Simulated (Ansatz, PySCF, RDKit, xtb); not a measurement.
# [GeP2H2]−: a search for the lowest isomer, part 1 of 2

Only the formula [GeP2H2]− is given (charge -1, odd number of electrons). Aim: find the structure of lowest free energy at 298.15 K, then its properties.

Plan: many cheap relaxations first (GFN2-xTB), then density-functional screening, relaxation at PBE0-D3(BJ)/def2-SVPD, vibrations and a final energy. The numbers are computed, not measured.

6 further runs of the same task are left out: 6 set aside as unsound or not needed.

### 1 Possible bonding patterns

All bonding patterns within simple valence rules are listed by program: one Lewis structure each, at most two rings and one unusual centre or charged pair. O–O, O–halogen and N–halogen bonds and N–N–N chains are not drawn. That gives 17 candidates.

c008 [P@H]1[P@@H]=[Ge-]1; c127 [P-]=[P@H]=[GeH]; c171 [PH-][P]=[GeH]; c182 [P]1[P-][GeH2]1; c239 [P]=[GeH][PH-]; c258 P[P]#[Ge-]; c393 [PH-][P@H]#[Ge]; c428 [PH]=[Ge][PH-]; c447 [P-]=[Ge][PH2]; c522 [P@H]1[P@H]=[Ge-]1; c641 [P]1=[Ge-][P@H2]1; c661 [P-]=[P][GeH2]; c688 [P@@H]1[P@H]=[Ge-]1; c689 [PH-][P@@H]#[Ge]; c744 [P-]1[P@H][GeH]1; c815 [P@@H]1[P@@H]=[Ge-]1; c908 [P-]=[P@@H]=[GeH].

Candidates are built by distance geometry, with a force field where one applies, in up to four conformers (letters a to d). 16 starts with atoms placed at random are added, to find patterns that the rules miss.

### 2 First filter: tight binding

All 51 starts are relaxed the same way. One of them, c223 (atoms placed at random), in full:

Input file start.xyz:

```xyz
5
c223
Ge     0.023690     1.767370    -0.421780
P      1.015150     0.599230     1.562150
P     -0.104580    -0.547230    -0.331060
H     -0.929870     0.526020     0.571390
H      1.459040    -1.195710    -0.513030
```

Command:

```
$ xtb start.xyz --gfn 2 --opt --chrg -1 --uhf 1
```

Standard output, cut to the lines that bear on the results:

```text
* xtb version 6.7.1
[...]
          :  # basis functions                  32          :
[...]
          :  # electrons                        17          :
[...]
          :  Hamiltonian                  GFN2-xTB          :
[...]
          :  net charge                         -1          :
          :  unpaired electrons                  1          :
[...]
   *** convergence criteria satisfied after 14 iterations ***
[...]
   *** GEOMETRY OPTIMIZATION CONVERGED AFTER 14 ITERATIONS ***
[...]
   *** convergence criteria satisfied after 3 iterations ***
[...]
         ::                     SUMMARY                     ::
         :::::::::::::::::::::::::::::::::::::::::::::::::::::
         :: total energy              -8.200957589405 Eh    ::
         :: gradient norm              0.000109654716 Eh/a0 ::
         :: HOMO-LUMO gap              2.911395294731 eV    ::
         ::.................................................::
         :: SCC energy                -8.227858993886 Eh    ::
         :: -> isotropic ES            0.106016783582 Eh    ::
         :: -> anisotropic ES         -0.017702154591 Eh    ::
         :: -> anisotropic XC          0.004112560169 Eh    ::
         :: -> dispersion             -0.005096163802 Eh    ::
         :: repulsion energy           0.026901404481 Eh    ::
         :: add. restraining           0.000000000000 Eh    ::
         :: total charge              -0.999999999999 e     ::
         :::::::::::::::::::::::::::::::::::::::::::::::::::::
[...]
         9        1.0001           -0.1562983              -4.2531 (HOMO)
        10                         -0.0493065              -1.3417 (LUMO)
[...]
     #   Z          covCN         q      C6AA      α(0)
     1  32 Ge       2.733     0.171   217.280    28.734
     2  15 P        1.913    -0.458   204.248    26.999
     3  15 P        2.893    -0.534   186.549    24.542
     4   1 H        0.862    -0.190    10.157     4.992
     5   1 H        0.977     0.011     2.870     2.647
[...]
     #   Z sym  total        # sym  WBO       # sym  WBO       # sym  WBO
 ---------------------------------------------------------------------------
     1  32 Ge   2.728 --     2 P    0.954     3 P    0.901     4 H    0.852
     2  15 P    2.428 --     3 P    1.397     1 Ge   0.954
     3  15 P    3.298 --     2 P    1.397     5 H    0.945     1 Ge   0.901
     4   1 H    0.963 --     1 Ge   0.852
     5   1 H    1.000 --     3 P    0.945
 ---------------------------------------------------------------------------
[...]
molecular dipole:
                 x           y           z       tot (Debye)
 q only:       -0.738       0.494      -1.519
   full:       -0.564      -0.146      -1.434       3.934
molecular quadrupole (traceless):
[...]
          | TOTAL ENERGY               -8.200957589405 Eh   |
          | GRADIENT NORM               0.000109654716 Eh/α |
          | HOMO-LUMO GAP               2.911395294731 eV   |
           -------------------------------------------------
[...]
```

Wall time 0.066 s (2 threads of Intel Xeon 6975P-C (Granite Rapids), shared host).

### 3 Distinct minima at GFN2-xTB

51 of the 51 relaxations converged; 32 ended on a minimum already found. 19 distinct structures remain:

```
label             start       SMILES after     spin  energy (kcal/mol)
 c223            random   [P-]1[P@H][GeH]1  doublet                0.0
 c137  random and drawn   [P-]1[P@H][GeH]1  doublet                0.4
 c354  random and drawn   [PH]1[PH][Ge]1 ‡  doublet                2.0
c171a             drawn     [PH-][P]=[GeH]  doublet                4.5
 c809  random and drawn   [PH]1[PH][Ge]1 ‡  doublet                4.9
c428c             drawn     [PH]=[Ge][PH-]  doublet                9.2
 c126            random     [PH][P][GeH] ‡  doublet                9.8
c428a             drawn     [PH][Ge][PH] ‡  doublet               10.9
 c871            random     [PH][Ge][PH] ‡  doublet               11.0
c428b             drawn     [PH]=[Ge][PH-]  doublet               11.6
c661b  drawn and random     [P-]=[P][GeH2]  doublet               13.4
c447b             drawn     [P-]=[Ge][PH2]  doublet               14.5
c661a             drawn     [P-]=[P][GeH2]  doublet               17.4
 c563  random and drawn  [P]1=[Ge-][P@H2]1  doublet               20.0
c182a             drawn    [P]1[P-][GeH2]1  doublet               20.0
c258a             drawn         P[P]#[Ge-]  doublet               24.7
c239a             drawn     [P]=[GeH][PH-]  doublet               25.3
c239b             drawn     [P]=[GeH][PH-]  doublet               25.5
c127b  drawn and random    [P-]=[PH]=[GeH]  doublet               27.0
```

‡ marks the bonded skeleton alone, with all bonds drawn single: no Lewis structure was assigned that passes a check against the bond lengths.

GFN2-xTB has no spin polarisation, so it can't rank spin states and is rough for open shells.

### 4 Second filter: single points

A choice of the minima (the low ones first, few conformers of a pattern, up to a cap) and the lowest that fell apart get a single point at r2SCAN-D4/def2-SVPD on the tight-binding geometry, and one at HF/STO-3G for comparison. Within 30 kcal/mol but not screened, among others: c871, c428b, c127b. The first, c223:

Input file input.yaml:

```yaml
crystal:
  periodic: [false, false, false]
  atoms:
    - symbol: Ge
      position_ang: [-0.003425, 1.459956, -0.302775]
    - symbol: P
      position_ang: [1.143166, 0.425412, 1.485579]
    - symbol: P
      position_ang: [0.315280, -0.843306, 0.001469]
    - symbol: H
      position_ang: [-1.503664, 1.220773, 0.337290]
    - symbol: H
      position_ang: [1.512074, -1.113155, -0.653893]
basis:
  gaussian:
    orbitals: def2-SVPD
total_charge: -1
magnetization:
  spin_polarized: true
  initial_magnetization: 1
hamiltonian:
  xc: {name: r2SCAN}
  dispersion: d4
scf:
  lower_state_search: off
output: {orbitals: {seedname: orbitals}}
```

Command:

```
$ ansatz run input.yaml --threads 2 --pin off --max-ram 4350MiB --events-out events.jsonl --progress --plain --runs-dir runs
```

Standard output, cut to the lines that bear on the results:

```text
Warning: RAYON_NUM_THREADS=2 ignored (pool sized by the plan → 2); use --threads N
Functional definition: r2SCAN
  name "r2SCAN"
[...]
1003 factors; their error is unknown
[...]
mean field -75114.92004419 eV, -2760.4223969025 hartree, gradient 8.2e-6 eV, S^2 0.758773; 0 other end points of the search recorded, 0 dependent functions left out
reference -75114.92005875 eV, -2760.4223974376 hartree; 33, 32 occupied and 69, 70 virtual orbitals, 1003 factors
Total energy: -75114.95990860 eV, -2760.4238618925 hartree
Checks for a lower state left out: stability, starts, cluster_reference, orbital_swaps, neighbouring_geometries, increment
```

Wall time 1.9 s (2 threads of Intel Xeon 6975P-C (Granite Rapids), shared host).

Relative energies in kcal/mol, each column from its lowest structure that stays in one piece:

```
label             SMILES     spin  GFN2-xTB  HF/STO-3G  r2SCAN-D4/def2-SVPD
 c354   [PH]1[PH][Ge]1 ‡  doublet       2.0        0.0                  0.0
 c809   [PH]1[PH][Ge]1 ‡  doublet       4.9        2.1                  2.3
c182a    [P]1[P-][GeH2]1  doublet      20.0       12.7                  3.9
 c223   [P-]1[P@H][GeH]1  doublet       0.0        0.3                  4.8
 c137   [P-]1[P@H][GeH]1  doublet       0.4        5.8                  6.1
c428c     [PH]=[Ge][PH-]  doublet       9.2       13.5                  8.0
c447b     [P-]=[Ge][PH2]  doublet      14.5        9.6                  9.7
c171a     [PH-][P]=[GeH]  doublet       4.5       22.6                 10.4
c428a     [PH][Ge][PH] ‡  doublet      10.9       11.5                 10.4
 c126     [PH][P][GeH] ‡  doublet       9.8       23.4                 11.2
c258a         P[P]#[Ge-]  doublet      24.7       24.7                 11.5
c239a     [P]=[GeH][PH-]  doublet      25.3       32.3                 14.9
c239b     [P]=[GeH][PH-]  doublet      25.5       32.6                 15.2
c661b     [P-]=[P][GeH2]  doublet      13.4       15.5                 17.5
c661a     [P-]=[P][GeH2]  doublet      17.4       17.3                 19.2
 c563  [P]1=[Ge-][P@H2]1  doublet      20.0       46.4                 20.7
```

‡ marks the bonded skeleton alone, with all bonds drawn single: no Lewis structure was assigned that passes a check against the bond lengths.

Measured from c354, GFN2-xTB misplaces c182a by 14 kcal/mol against r2SCAN-D4/def2-SVPD, so minima dropped on its energies alone could hide the lowest isomer.

### 5 Patterns that tight binding lost

Some ordinary bonding patterns rearranged or fell apart under GFN2-xTB. Their starts are relaxed at r2SCAN-D4/def2-SVPD instead (label ending in r). The first, c393ar:

Input file input.yaml:

```yaml
crystal:
  periodic: [false, false, false]
  atoms:
    - {symbol: Ge, position_ang: [-0.492125, 0.176385, 1.877283]}
    - {symbol: P, position_ang: [-2.586185, 2.654041, 0.648617]}
    - {symbol: P, position_ang: [-0.769341, 1.670632, 0.685326]}
    - {symbol: H, position_ang: [-2.827929, 3.005524, -0.729595]}
    - {symbol: H, position_ang: [0.430160, 2.117717, 0.049604]}
basis:
  gaussian:
    orbitals: def2-SVPD
total_charge: -1
magnetization:
  spin_polarized: true
  initial_magnetization: 1
hamiltonian:
  xc: {name: r2SCAN}
  dispersion: d4
relax:
  f_tol: 0.01
output: {orbitals: {seedname: orbitals}}
```

Command:

```
$ ansatz run input.yaml --threads 2 --pin off --max-ram 4350MiB --events-out events.jsonl --progress --plain --runs-dir runs
```

Standard output, cut to the lines that bear on the results:

```text
Warning: RAYON_NUM_THREADS=2 ignored (pool sized by the plan → 2); use --threads N
[...]
Functional definition: r2SCAN
  name "r2SCAN"
[...]
1003 factors; their error is unknown
[...]
mean field -75113.08669154 eV, -2760.3550224354 hartree, gradient 4.9e-5 eV, S^2 0.760538; 3 other end points of the search recorded, 0 dependent functions left out
[...]
reference -75113.08670707 eV, -2760.3550230061 hartree; 33, 32 occupied and 69, 70 virtual orbitals, 1003 factors
relax step   1: F+E_penalty+E_count = -75113.12764993 eV  Δ(F+E_penalty+E_count) = +0.000e0 eV  max|allowed force component| = 5.790e0 eV/Å  Δτ_max = 0.0000 Å  (63 SCF iters, accepted)
[...]
relax step   4: F+E_penalty+E_count = -75114.20053460 eV  Δ(F+E_penalty+E_count) = -2.625e-2 eV  max|allowed force component| = 2.672e-1 eV/Å  Δτ_max = 0.1049 Å  (54 SCF iters, accepted)
[...]
relax step  15: F+E_penalty+E_count = -75114.25064156 eV  Δ(F+E_penalty+E_count) = -2.051e-5 eV  max|allowed force component| = 4.872e-3 eV/Å  Δτ_max = 0.0101 Å  (48 SCF iters, accepted)
1003 factors; their error is unknown
[...]
mean field -75114.21121212 eV, -2760.3963478046 hartree, gradient 2.3e-5 eV, S^2 0.813150; 4 other end points of the search recorded, 0 dependent functions left out
[...]
reference -75114.21122680 eV, -2760.3963483440 hartree; 33, 32 occupied and 69, 70 virtual orbitals, 1003 factors
Total energy: -75114.25065624 eV, -2760.3977973492 hartree
Atom 0 at    -0.102914     0.040653     2.119898 Å, force     0.000188    -0.000110     0.000098 eV/Å
Atom 1 at    -2.831334     2.600862     0.468174 Å, force     0.001905     0.002858    -0.004872 eV/Å
Atom 2 at    -0.973349     1.573772     0.779025 Å, force    -0.000668    -0.000733     0.001748 eV/Å
Atom 3 at    -2.279381     3.337968    -0.634505 Å, force    -0.003083    -0.001937     0.004284 eV/Å
Atom 4 at    -0.058443     2.071044    -0.201357 Å, force     0.001658    -0.000077    -0.001258 eV/Å
Dipole moment:     0.454285    -0.205541     0.024211 e Å
```

Run time: 51 s. Hardware: 2 threads of Intel Xeon 6975P-C (Granite Rapids), shared host.

Energies at r2SCAN-D4/def2-SVPD after that relaxation, from the lowest structure of the screen (which was not relaxed at this level):

```
 label          SMILES     spin  energy (kcal/mol)
c393ar  [PH-][PH]#[Ge]  doublet               21.2
```

### 6 Refinement at PBE0-D3(BJ)/def2-SVPD

6 candidates are relaxed at PBE0-D3(BJ)/def2-SVPD (chosen among the lowest in one piece). The first, c354:

Input file input.yaml:

```yaml
crystal:
  periodic: [false, false, false]
  atoms:
    - {symbol: Ge, position_ang: [1.205468, 0.897221, 0.976958]}
    - {symbol: P, position_ang: [-0.839136, -0.209948, 0.916725]}
    - {symbol: P, position_ang: [0.071821, 0.253653, -0.949363]}
    - {symbol: H, position_ang: [-0.767017, 1.330835, -1.210197]}
    - {symbol: H, position_ang: [-0.482377, -1.552740, 0.876196]}
basis:
  gaussian: {orbitals: def2-SVPD}
magnetization: {spin_polarized: true, initial_magnetization: 1}
total_charge: -1
relax: {f_tol: 0.003}
hamiltonian: {xc: {name: PBE0}, dispersion: d3bj}
```

Command:

```
$ ansatz run input.yaml --threads 2 --pin off --max-ram 4350MiB --events-out events.jsonl --progress --plain --runs-dir runs
```

Standard output, cut to the lines that bear on the results:

```text
Warning: RAYON_NUM_THREADS=2 ignored (pool sized by the plan → 2); use --threads N
[...]
Functional definition: PBE0
  name "PBE0"
[...]
1016 factors; integrals over basis functions are off by at most 2.7e-4 eV
[...]
mean field -75102.45386269 eV, -2759.9642731821 hartree, gradient 7.1e-5 eV, S^2 0.755722; 0 other end points of the search recorded, 0 dependent functions left out
[...]
reference -75102.45388920 eV, -2759.9642741566 hartree; 33, 32 occupied and 69, 70 virtual orbitals, 1016 factors
relax step   1: F+E_penalty+E_count = -75102.60968332 eV  Δ(F+E_penalty+E_count) = +0.000e0 eV  max|allowed force component| = 1.682e0 eV/Å  Δτ_max = 0.0000 Å  (29 SCF iters, accepted)
[...]
relax step   5: F+E_penalty+E_count = -75102.81060839 eV  Δ(F+E_penalty+E_count) = -8.742e-5 eV  max|allowed force component| = 6.731e-3 eV/Å  Δτ_max = 0.0064 Å  (31 SCF iters, accepted)
[...]
relax step   6: F+E_penalty+E_count = -75102.81061625 eV  Δ(F+E_penalty+E_count) = -7.855e-6 eV  max|allowed force component| = 9.718e-4 eV/Å  Δτ_max = 0.0013 Å  (25 SCF iters, accepted)
1016 factors; integrals over basis functions are off by at most 3.9e-4 eV
[...]
mean field -75102.65582619 eV, -2759.9716952041 hartree, gradient 4.3e-5 eV, S^2 0.756238; 1 other end points of the search recorded, 0 dependent functions left out
[...]
reference -75102.65585331 eV, -2759.9716962006 hartree; 33, 32 occupied and 69, 70 virtual orbitals, 1016 factors
Total energy: -75102.81064337 eV, -2759.9773846303 hartree
Atom 0 at     1.222206     0.906508     0.987383 Å, force     0.000815     0.000445     0.000506 eV/Å
Atom 1 at    -0.903665    -0.244627     0.937763 Å, force    -0.000221     0.000303    -0.000972 eV/Å
Atom 2 at     0.053156     0.242452    -1.022407 Å, force    -0.000559    -0.000718     0.000489 eV/Å
Atom 3 at    -0.741312     1.421487    -1.241052 Å, force    -0.000200     0.000480    -0.000162 eV/Å
Atom 4 at    -0.441627    -1.606798     0.948630 Å, force     0.000164    -0.000510     0.000138 eV/Å
Dipole moment:     0.115974     0.063891     0.072487 e Å
```

Run time: 19 s. Hardware: 2 threads of Intel Xeon 6975P-C (Granite Rapids), shared host.

Energy change by step (eV): 0.0000, -0.1549, -0.2006, -0.2008, -0.2009, -0.2009.

After the run. Bond lengths: Ge1–P2 2.418 Å, Ge1–P3 2.418 Å, P2–P3 2.235 Å, P3–H4 1.438 Å, P2–H5 1.438 Å. Angles: Ge1–P2–P3 62.5°, P2–Ge1–P3 55.1°, Ge1–P3–P2 62.5°, Ge1–P2–H5 99.7°, P3–P2–H5 94.3°, Ge1–P3–H4 99.7°, P2–P3–H4 94.3°.

### 7 The relaxed candidates

```
label     spin  r2SCAN-D4/def2-SVPD (kcal/mol)  PBE0-D3(BJ)/def2-SVPD, relaxed (kcal/mol)  time
 c354  doublet                             0.0                                        0.0  19 s
 c809  doublet                             2.3                                        2.1  16 s
 c223  doublet                             4.8                                        7.2  25 s
 c137  doublet                             6.1                                        8.4  21 s
c182a  doublet                             3.9                                        8.8  16 s
c428c  doublet                             8.0                                       12.3  41 s
```

c354: Bond lengths: Ge1–P2 2.418 Å, Ge1–P3 2.418 Å, P2–P3 2.235 Å, P3–H4 1.438 Å, P2–H5 1.438 Å. Angles: Ge1–P2–P3 62.5°, P2–Ge1–P3 55.1°, Ge1–P3–P2 62.5°, Ge1–P2–H5 99.7°, P3–P2–H5 94.3°, Ge1–P3–H4 99.7°, P2–P3–H4 94.3°.

c809: Bond lengths: Ge1–P2 2.417 Å, Ge1–P3 2.417 Å, P2–P3 2.252 Å, P3–H4 1.439 Å, P2–H5 1.439 Å. Angles: Ge1–P2–P3 62.2°, P2–Ge1–P3 55.5°, Ge1–P3–P2 62.2°, Ge1–P2–H5 97.9°, P3–P2–H5 97.6°, Ge1–P3–H4 97.9°, P2–P3–H4 97.6°.

c223: Bond lengths: Ge1–P2 2.377 Å, Ge1–P3 2.419 Å, P2–P3 2.218 Å, Ge1–H4 1.609 Å, P3–H5 1.439 Å. Angles: Ge1–P2–P3 63.4°, P2–Ge1–P3 55.1°, Ge1–P3–P2 61.5°, P2–Ge1–H4 94.0°, P3–Ge1–H4 90.5°, Ge1–P3–H5 98.2°, P2–P3–H5 96.8°.

c137: Bond lengths: Ge1–P2 2.379 Å, Ge1–P3 2.426 Å, P2–P3 2.210 Å, P3–H4 1.439 Å, Ge1–H5 1.610 Å. Angles: Ge1–P2–P3 63.7°, P2–Ge1–P3 54.7°, Ge1–P3–P2 61.5°, P2–Ge1–H5 91.0°, P3–Ge1–H5 98.7°, Ge1–P3–H4 106.3°, P2–P3–H4 96.3°.

### 8 Are they minima? Harmonic frequencies

The lowest few in one piece go on as finalists (c137, c182a, c428c drop out). Harmonic vibrations at PBE0-D3(BJ)/def2-SVPD test each finalist and give the zero-point energy and the thermal terms. The first, c354:

Input file input.yaml:

```yaml
crystal:
  periodic: [false, false, false]
  atoms:
    - symbol: Ge
      position_ang: [1.222206, 0.906508, 0.987383]
    - symbol: P
      position_ang: [-0.903665, -0.244627, 0.937763]
    - symbol: P
      position_ang: [0.053156, 0.242452, -1.022407]
    - symbol: H
      position_ang: [-0.741312, 1.421487, -1.241052]
    - symbol: H
      position_ang: [-0.441627, -1.606798, 0.948630]
basis:
  gaussian:
    orbitals: def2-SVPD
total_charge: -1
magnetization:
  spin_polarized: true
  initial_magnetization: 1
hamiltonian:
  xc: {name: PBE0}
  dispersion: d3bj
scf:
  lower_state_search: off
phonons: {}
```

Command:

```
$ ansatz run input.yaml --threads 2 --pin off --max-ram 4350MiB --events-out events.jsonl --progress --plain --runs-dir runs
```

Standard output, cut to the lines that bear on the results:

```text
Warning: RAYON_NUM_THREADS=2 ignored (pool sized by the plan → 2); use --threads N
Functional definition: PBE0
  name "PBE0"
[...]
1017 factors; integrals over basis functions are off by at most 3.6e-4 eV
[...]
mean field -75102.65582632 eV, -2759.9716952088 hartree, gradient 7.0e-6 eV, S^2 0.756238; 0 other end points of the search recorded, 0 dependent functions left out
[...]
reference -75102.65585344 eV, -2759.9716962053 hartree; 33, 32 occupied and 69, 70 virtual orbitals, 1017 factors
[...]
1017 factors; integrals over basis functions are off by at most 3.6e-4 eV
mean field -75102.65581747 eV, -2759.9716948834 hartree, gradient 2.2e-6 eV, S^2 0.756238; 0 other end points of the search recorded, 0 dependent functions left out
[...]
reference -75102.65584458 eV, -2759.9716958799 hartree; 33, 32 occupied and 69, 70 virtual orbitals, 1017 factors
[...]
reference -75102.65585745 eV, -2759.9716963526 hartree; 33, 32 occupied and 69, 70 virtual orbitals, 1017 factors
Total energy: -75102.81064349 eV, -2759.9773846349 hartree
Atom 0 at     1.222206     0.906508     0.987383 Å, force     0.000806     0.000444     0.000504 eV/Å
Atom 1 at    -0.903665    -0.244627     0.937763 Å, force    -0.000201     0.000305    -0.000961 eV/Å
Atom 2 at     0.053156     0.242452    -1.022407 Å, force    -0.000547    -0.000717     0.000493 eV/Å
Atom 3 at    -0.741312     1.421487    -1.241052 Å, force    -0.000212     0.000485    -0.000167 eV/Å
Atom 4 at    -0.441627    -1.606798     0.948630 Å, force     0.000154    -0.000517     0.000131 eV/Å
Dipole moment:     0.115974     0.063891     0.072487 e Å
Vibrations: 268.48 293.57 460.67 517.53 528.50 676.23 850.76 2310.67 2318.20 cm⁻¹, zero-point energy 0.509860 eV
Checks for a lower state left out: stability, starts, cluster_reference, orbital_swaps, neighbouring_geometries, increment
```

Run time: 24 s. Hardware: 2 threads of Intel Xeon 6975P-C (Granite Rapids), shared host.

### 9 Zero-point energy and free-energy terms

At 298.15 K and 1 atm, ideal gas, rigid rotor and harmonic oscillator:

```
label            SMILES     spin  point group  lowest mode (cm⁻¹)  zero-point (kcal/mol)  G − E (kcal/mol)
 c354  [PH]1[PH][Ge]1 ‡  doublet           C2                 268                   11.8              -6.9
 c809  [PH]1[PH][Ge]1 ‡  doublet           Cs                 264                   11.6              -7.1
 c223  [P-]1[P@H][GeH]1  doublet           C1                 278                   10.7              -8.4
```

Chiral structures get −RT ln 2 for their mirror image.

‡ marks the bonded skeleton alone, with all bonds drawn single: no Lewis structure was assigned that passes a check against the bond lengths.

(Continued in part 2 of 2.)
